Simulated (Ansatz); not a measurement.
# C: properties at the relaxed cell

An exercise on one series of results from a longer session: the logs are not shown, and one member is left open.

A COD entry behind a cell of this session may itself be a prediction, so a difference from it is no test against experiment.

Method: DFT r2SCAN, scalar-relativistic, plane waves, PAW, in Ansatz 0.2.0.

**The structure to begin with**

It takes space group P6_3/mmc (No. 194, hexagonal). The conventional cell has a = 2.512 Å, b = 2.512 Å, c = 12.392 Å, α = 90.00°, β = 90.00°, γ = 120.00°. C (site symmetry 3m) has 4 C at 1.54 to 1.57 Å in its first shell of neighbours. C (site symmetry 3m) has 4 C at 1.54 Å in its first shell of neighbours.

Structure file:

```
CELL_PARAMETERS angstrom
2.51239 0.00000 0.00000
-1.25619 2.17579 0.00000
0.00000 0.00000 12.39177
ATOMIC_POSITIONS crystal
C 0.00000 0.00000 0.18683
C 0.00000 0.00000 0.68683
C 0.00000 0.00000 0.31317
C 0.00000 0.00000 0.81317
C 0.33333 0.66667 0.52076
C 0.66667 0.33333 0.02076
C 0.33333 0.66667 0.97924
C 0.66667 0.33333 0.47924
C 0.33333 0.66667 0.64506
C 0.66667 0.33333 0.14506
C 0.33333 0.66667 0.85494
C 0.66667 0.33333 0.35494
```

It is the result of an earlier relaxation at this level (volume 5.64 Å³/atom; gap on the mesh: 4.69 eV).

Set-up of the first run:

input.yaml

```yaml
crystal:
  lattice:
    - [2.4870066954, 0.0, 0.0]
    - [-1.2435033477, 2.1538109776, 0.0]
    - [0.0, 0.0, 12.2665946858]
  atoms:
    - { symbol: C, position: [0.0, 0.0, 0.186828669] }
    - { symbol: C, position: [0.0, 0.0, 0.686828669] }
    - { symbol: C, position: [0.0, 0.0, 0.313171331] }
    - { symbol: C, position: [0.0, 0.0, 0.813171331] }
    - { symbol: C, position: [0.3333333333, 0.6666666667, 0.5207643649] }
    - { symbol: C, position: [0.6666666667, 0.3333333333, 0.0207643649] }
    - { symbol: C, position: [0.3333333333, 0.6666666667, 0.9792356351] }
    - { symbol: C, position: [0.6666666667, 0.3333333333, 0.4792356351] }
    - { symbol: C, position: [0.3333333333, 0.6666666667, 0.6450550061] }
    - { symbol: C, position: [0.6666666667, 0.3333333333, 0.1450550061] }
    - { symbol: C, position: [0.3333333333, 0.6666666667, 0.8549449939] }
    - { symbol: C, position: [0.6666666667, 0.3333333333, 0.3549449939] }
basis:
  ecutwfc: 500
kpoints:
  mp_grid: { grid: [12, 12, 2] }
hamiltonian:
  xc: r2scan
scf:
  occupations: { method: gaussian, width: 0.02 }
output:
  forces: true
  stress: true
  eigenvalues: true
relax:
  adjacent_minimum: "off"
  f_tol: 0.01
  max_steps: 30
  cell: { stress_tol: 0.1, fix: [volume] }
```

Command:

```bash
ansatz run input.yaml --threads 2 --pin off --max-ram 5120MiB --backend cpu --events-out ev --progress --plain --runs-dir out
```

Among the steps run: Point at V/V0 = 0.97; Volume × 1.03; Volume × 0.94; The cell scaled to 1.06 of its volume; Point at V/V0 = 0.91; Point at V/V0 = 1.10; Volume × 0.88.

One table of the session follows, with a row left open; its other results are not shown here.

It belongs to the step «Energy against volume». 

```
volume (Å³/atom)  energy above the lowest point (meV/atom)  pressure (GPa)  gap on the mesh (eV)
           4.968                                     139.1           72.63                  5.04
           5.137                                      74.3           50.45                  4.95
           5.306                                      31.4           31.21                  4.86
           5.476                                         ?               ?                     ?
           5.645                                       0.0           -0.02                  4.69
           5.814                                       6.8          -12.64                  4.61
           5.984                                      26.1          -23.62                  4.53
           6.209                                      68.5          -36.04                  4.43
```

Estimate the missing values for volume (Å³/atom) = 5.476.

Worked estimate for «energy above the lowest point (meV/atom)». A straight line through the neighbours (5.306, 31.4) and (5.645, 0.0) gives 31.4 + (0.0 − 31.4) × (5.476 − 5.306) / (5.645 − 5.306) = 15.7; a parabola fitted to 4 rows on both sides gives 7.3.

As computed: energy above the lowest point (meV/atom): 7.5; pressure (GPa): 14.50; gap on the mesh (eV): 4.77. In «energy above the lowest point (meV/atom)» the line misses by +8.2 and the parabola by -0.2.
